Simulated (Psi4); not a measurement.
# CH3BF3Ge+ (SMILES [CH3][Ge+]([F])[B](F)F) at PBE0-1/3/6-311G(d) (sfX2C, density fitting with def2-universal-jkfit)

Aim: the electrostatic solvation energy at fixed shape (IEF-PCM, dichloromethane) of CH3BF3Ge+ at PBE0-1/3/6-311G* (sfX2C, density fitting with def2-universal-jkfit), from 2 runs. 

The calculation is run with Psi4 1.11.

## (1) Starting point

The species is CH3BF3Ge+ (9 atoms), meant as a singlet with charge +1. SMILES: `[CH3][Ge+]([F])[B](F)F`. Geometry: a GFN2-xTB relaxation, a rough one for these elements and not checked as a minimum.

Bond lengths: C1–Ge2 2.003 Å, Ge2–F3 1.729 Å, Ge2–B4 2.228 Å, B4–F5 1.274 Å, B4–F6 1.276 Å, C1–H7 1.092 Å, C1–H8 1.097 Å, C1–H9 1.097 Å. Some angles: C1–Ge2–F3 103.8°, C1–Ge2–B4 154.9°, F3–Ge2–B4 101.3°, Ge2–B4–F5 115.3°, Ge2–B4–F6 119.5°, F5–B4–F6 125.2°, Ge2–C1–H7 111.8°, Ge2–C1–H8 107.1°, Ge2–C1–H9 107.2°, H7–C1–H8 110.9°.

## (2) A single-point energy at PBE0-1/3/6-311G(d) (sfX2C, density fitting with def2-universal-jkfit)

The input, ch3bf3ge.xyz:

```xyz
9
CH3BF3Ge
C     -1.827570    -0.232630    -0.019740
Ge     0.127990     0.202360    -0.000590
F      0.165210     1.931220    -0.020140
B      2.303130    -0.280720     0.029180
F      3.084040     0.724700     0.087070
F      2.676590    -1.500590    -0.012720
H     -2.003290    -1.308940    -0.075000
H     -2.263930     0.280640    -0.885140
H     -2.262170     0.183950     0.897070
```

The input, run.py:

```python
import numpy as np
from ase.calculators.psi4 import Psi4
from ase.io import read

mol = read('ch3bf3ge.xyz')
calc = Psi4(atoms=mol, method='pbe0-13', basis='6-311G*', memory='1600MB', num_threads=1, charge=1, multiplicity=1, label='calc')
calc.psi4.set_options({'scf_type': 'df', 'df_basis_scf': 'def2-universal-jkfit', 'relativistic': 'x2c'})
mol.calc = calc

print(f'energy: {mol.get_potential_energy():.6f} eV')
```

Command:

```sh
$ python run.py
```

calc.dat (excerpt; [...] marks lines left out):

```text
[...]
  Running in c1 symmetry.
[...]
  Nuclear repulsion =  431.116058451647575
[...]
  Multiplicity = 1
[...]
  Nalpha       = 36
  Nbeta        = 36
[...]
    Number of basis functions: 143
[...]
    WARNING: The X2C and Dirac Hamiltonians have substatially different eigenvalues!
             This is probably caused by the recontraction of the basis set.
[...]
   @DF-RKS iter   1: -2458.62231271393603   -4.82183e+00   2.51665e-02 DIIS/ADIIS
[...]
   @DF-RKS iter  10: -2460.21323032444525   -1.56906e-08   1.98633e-07 DIIS
[...]
    Orbital Energies [Eh]
    ---------------------
    Doubly Occupied:
       1A   -404.426442     2A    -51.657406     3A    -45.202088
       4A    -45.198633     5A    -45.196865     6A    -25.195115
       7A    -25.195068     8A    -25.141628     9A    -10.571486
      10A     -7.238469    11A     -6.883794    12A     -4.876642
      13A     -4.868285    14A     -4.861717    15A     -1.566338
      16A     -1.553895    17A     -1.550663    18A     -1.548016
      19A     -1.546622    20A     -1.541886    21A     -1.526360
      22A     -1.429877    23A     -0.974888    24A     -0.851539
      25A     -0.814883    26A     -0.807050    27A     -0.759297
      28A     -0.752384    29A     -0.698411    30A     -0.690078
      31A     -0.672558    32A     -0.668720    33A     -0.658718
      34A     -0.649335    35A     -0.639347    36A     -0.560444
[...]
  @DF-RKS Final Energy: -2460.21323032444525
   => Energetics <=
    Nuclear Repulsion Energy =            431.1160584516475751
    One-Electron Energy =               -4267.0348533687283634
    Two-Electron Energy =                1457.6283445817252868
    DFT Exchange-Correlation Energy =     -81.9227799890894914
    Empirical Dispersion Energy =           0.0000000000000000
    VV10 Nonlocal Energy =                  0.0000000000000000
    Total Energy =                      -2460.2132303244452487
[...]
 Multipole Moments:
 ------------------------------------------------------------------------------------
     Multipole            Electronic (a.u.)      Nuclear  (a.u.)        Total (a.u.)
 ------------------------------------------------------------------------------------
 L = 1.  Multiply by 2.5417464519 to convert [e a0] to [Debye]
 Dipole X            :          5.8930237           -7.2708893           -1.3778655
 Dipole Y            :          0.3710640           -1.5216615           -1.1505975
 Dipole Z            :          0.0674149           -0.0661785            0.0012365
 Magnitude           :                                                    1.7951015
[...]
```

On the terminal:

```text
energy: -66945.811913 eV
```

Run time: 7.8 s. Hardware: 1 thread of Intel Xeon 6975P-C (Granite Rapids), shared host; peak memory 0.82 GiB.

## (3) A single-point energy at PBE0-1/3/6-311G(d) (sfX2C, density fitting with def2-universal-jkfit, IEF-PCM dichloromethane)

The input, ch3bf3ge.inp:

```
memory 1600 MB

molecule m {
  1 1
  C
  Ge 1 r2
  F 2 r3 1 a3
  B 2 r4 3 a4 1 d4
  F 4 r5 2 a5 3 d5
  F 4 r6 5 a6 2 d6
  H 1 r7 2 a7 3 d7
  H 1 r8 7 a8 2 d8
  H 1 r9 7 a9 8 d9

  r2 = 2.003447
  r3 = 1.729371
  a3 = 103.76596
  r4 = 2.228337
  a4 = 101.29543
  d4 = 179.92865
  r5 = 1.274379
  a5 = 115.3229
  d5 = 3.0259
  r6 = 1.276445
  a6 = 125.18282
  d6 = 179.91837
  r7 = 1.091959
  a7 = 111.81238
  d7 = 176.29358
  r8 = 1.09671
  a8 = 110.937
  d8 = 119.50696
  r9 = 1.096794
  a9 = 110.66542
  d9 = 121.01609
  symmetry c1
}

set globals {
  basis        6-311G*
  scf_type     df
  df_basis_scf def2-universal-jkfit
  relativistic x2c
  pcm          true
}

pcm = {
  Units = Angstrom
  Medium {
    SolverType = IEFPCM
    Solvent = Methylenechloride
  }
  Cavity {
    Type = GePol
    RadiiSet = UFF
    Scaling = False
    Area = 0.4
    Mode = Implicit
  }
}

energy_value = energy('pbe0-13')
```

Command:

```sh
$ psi4 ch3bf3ge.inp ch3bf3ge.out -n 1
```

ch3bf3ge.out (excerpt; [...] marks lines left out):

```text
[...]
  Running in c1 symmetry.
[...]
  Nuclear repulsion =  431.116030251752250
[...]
  Multiplicity = 1
[...]
  Nalpha       = 36
  Nbeta        = 36
[...]
    Number of basis functions: 143
[...]
    WARNING: The X2C and Dirac Hamiltonians have substatially different eigenvalues!
             This is probably caused by the recontraction of the basis set.
[...]
   @DF-RKS iter   1: -2458.72180067236650   -4.92034e+00   2.51541e-02 DIIS/ADIIS
[...]
   @DF-RKS iter  10: -2460.31415323286046   -1.01418e-08   1.59323e-07 DIIS
[...]
  @DF-RKS Final Energy: -2460.31415323286046
   => Energetics <=
    Nuclear Repulsion Energy =            431.1160302517522496
    One-Electron Energy =               -4266.4492106665875326
    Two-Electron Energy =                1457.0572894604451903
    DFT Exchange-Correlation Energy =     -81.9338833744757125
    Empirical Dispersion Energy =           0.0000000000000000
    VV10 Nonlocal Energy =                  0.0000000000000000
    PCM Polarization Energy =              -0.1043789039948200
    Total Energy =                      -2460.3141532328604626
[...]
 Multipole Moments:
 ------------------------------------------------------------------------------------
     Multipole            Electronic (a.u.)      Nuclear  (a.u.)        Total (a.u.)
 ------------------------------------------------------------------------------------
 L = 1.  Multiply by 2.5417464519 to convert [e a0] to [Debye]
 Dipole X            :         -0.0002480            0.0061290            0.0058810
 Dipole Y            :          1.1165285           -0.0932987            1.0232298
 Dipole Z            :          5.7255021           -7.4281188           -1.7026167
 Magnitude           :                                                    1.9864384
[...]
```

Wall time 13 s (1 thread of Intel Xeon 6975P-C (Granite Rapids), shared host); peak memory 0.81 GiB.

## (4) Outcome

Level: PBE0-1/3/6-311G* (sfX2C, density fitting with def2-universal-jkfit).

| quantity | value |
| --- | --- |
| gas phase: total energy | -2460.21323 Eh |
| gas phase: HOMO energy | -15.25 eV |
| gas phase: LUMO energy | -8.80 eV |
| gas phase: HOMO–LUMO gap | 6.45 eV |
| IEF-PCM, dichloromethane: total energy | -2460.31415 Eh |
| IEF-PCM, dichloromethane: HOMO energy | -10.78 eV |
| IEF-PCM, dichloromethane: LUMO energy | -3.92 eV |
| IEF-PCM, dichloromethane: HOMO–LUMO gap | 6.86 eV |
| IEF-PCM, dichloromethane: solvent term in the energy | -274.0 kJ/mol |
| energy change from gas to solvent at fixed shape | -2.746 eV |

**Reading.** The solvent model (IEF-PCM, dichloromethane) lowers the energy by 2.75 eV (−63 kcal/mol) at the same shape. It holds the electrostatic part alone, without cavity or dispersion terms. The basis (gas phase) was contracted for non-relativistic atoms, which limits what the relativistic Hamiltonian can do in the core. The basis (IEF-PCM, dichloromethane) was contracted for non-relativistic atoms, which limits what the relativistic Hamiltonian can do in the core.
